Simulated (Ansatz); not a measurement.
**TiO: properties at the relaxed cell**

The task here is to estimate one member of a computed series from the others.

Method: DFT PBEsol, scalar-relativistic, plane waves, PAW, in Ansatz 0.2.0.

**Starting point**

It takes space group P-6m2 (No. 187, hexagonal). The conventional cell has a = 2.789 Å, b = 2.789 Å, c = 2.794 Å, α = 90.00°, β = 90.00°, γ = 120.00°. Ti (site symmetry -6m2) has 6 O at 2.13 Å as nearest neighbours. Around O (site symmetry -6m2) lie 6 Ti at 2.13 Å.

Structure file:

```cif
data_structure
_symmetry_space_group_name_H-M 'P 1'
_symmetry_Int_Tables_number 1
_cell_length_a 2.7889
_cell_length_b 2.7889
_cell_length_c 2.7941
_cell_angle_alpha 90.000
_cell_angle_beta 90.000
_cell_angle_gamma 120.000
_cell_volume 18.82
loop_
_atom_site_label
_atom_site_type_symbol
_atom_site_fract_x
_atom_site_fract_y
_atom_site_fract_z
_atom_site_occupancy
Ti1 Ti 0.66667 0.33333 0.00000 1
O1 O 0.00000 0.00000 0.50000 1
```

It is the result of an earlier relaxation at this level (volume 9.41 Å³/atom; gap on the mesh: none (metal)).

Set-up of the first run:

Contents of input.yaml:

```yaml
crystal:
  lattice:
    - [2.7607133385, 0.0, 0.0]
    - [-1.3803566693, 2.3908478837, 0.0]
    - [0.0, 0.0, 2.7658511956]
  atoms:
    - { symbol: Ti, position: [0.6666666667, 0.3333333333, 0.0] }
    - { symbol: O, position: [0.0, 0.0, 0.5] }
basis:
  ecutwfc: 420
kpoints:
  mp_grid: { grid: [18, 18, 16] }
hamiltonian:
  xc: pbesol
scf:
  occupations: { method: gaussian, width: 0.1 }
output:
  forces: true
  stress: true
  eigenvalues: true
  write_density: true
  write_potential: true
  elf: true
  volumetric_format: npy
relax:
  adjacent_minimum: "off"
  f_tol: 0.01
  max_steps: 30
  cell: { stress_tol: 0.1, fix: [volume] }
```

On the command line:

```
$ ansatz run input.yaml --threads 1 --pin off --max-ram 2560MiB --backend cpu --events-out ev --progress --plain --runs-dir out
```

Steps of the session up to this table: The cell scaled to 0.97 of its volume; The cell scaled to 1.03 of its volume; Point at V/V0 = 0.94; Volume × 1.06; Point at V/V0 = 0.91; Point at V/V0 = 1.10; Point at V/V0 = 0.88.

One of the session's tables, all rows but one given; the rest of the session is left out.

It belongs to the step «Fit of the equation of state». 

| volume (Å³/atom) | energy above the lowest point (meV/atom) | pressure (GPa) |
| --- | --- | --- |
| 8.281 | 136.0 | 43.25 |
| 8.563 | ? | ? |
| 8.846 | 30.2 | 18.13 |
| 9.128 | 7.1 | 8.33 |
| 9.410 | 0.0 | -0.02 |
| 9.693 | 6.5 | -7.13 |
| 9.975 | 24.5 | -13.19 |
| 10.351 | 63.6 | -19.87 |

Q: Estimate the row for volume (Å³/atom) = 8.563 from the others.

Worked estimate for «energy above the lowest point (meV/atom)». A straight line through the neighbours (8.281, 136.0) and (8.846, 30.2) gives 136.0 + (30.2 − 136.0) × (8.563 − 8.281) / (8.846 − 8.281) = 83.2; a parabola fitted to 3 rows on both sides gives 73.3.

As computed: energy above the lowest point (meV/atom): 72.1; pressure (GPa): 29.67. In «energy above the lowest point (meV/atom)» the line misses by +11.1 and the parabola by +1.2.

To keep in mind: Spin polarisation is off in the runs that give these values; a magnetic solution could lie lower.
